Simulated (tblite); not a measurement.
# C4H7BrOSi2: the cost of one run

The runs use tblite 0.8.0 and PySCF 2.14.0, with density-fitted response routines of our own; the level of theory stands in each step. All values are computed, except where a source is named. Atoms are numbered from 0 throughout.

## Step 1: The starting structure

15 atoms, charge 0, multiplicity 1; geometry from: force field or distance geometry start.

Bonds of the start (Å): O0–C1 1.27, C1–C2 1.43, C2–C3 1.21, C3–Si4 1.84, Si4–Br5 2.25, Si4–C6 1.87, C6–Si7 1.84, C1–H8 1.10, Si4–H9 1.46, C6–H10 1.11, C6–H11 1.10, Si7–H12 1.48, Si7–H13 1.49, Si7–H14 1.47.

## Step 2: Relaxing the molecule with GFN2-xTB

What the job is given:

```
{"job": {"kind": "relax", "xc": "GFN2-xTB", "basis": "xTB"}, "charge": 0, "multiplicity": 1}
O      4.000200     2.411200    -0.124900
C      3.991700     1.149000    -0.269700
C      2.719000     0.508800    -0.369200
C      1.632700    -0.016900    -0.467800
Si    -0.009400    -0.844900    -0.552100
Br    -0.138700    -2.637700     0.806700
C     -1.313400     0.398900    -0.065200
Si    -2.981100    -0.379700    -0.095500
H      4.936000     0.585300    -0.285900
H     -0.167300    -1.349700    -1.908900
H     -1.295800     1.280500    -0.734900
H     -1.094400     0.741400     0.954900
H     -3.938400     0.360500     0.755600
H     -3.487600    -0.420400    -1.499900
H     -2.857900    -1.778300     0.329400
```

Command:

```
$ OMP_NUM_THREADS=1 python probes_run.py task.json out
```

One launch serves the whole session: the jobs run in the order shown.

**Question.** How long does this first job take on 1 thread of Arm Neoverse N1, shared host, and how much memory does it need?

About 1.3 s, with a peak of 0.18 GiB.
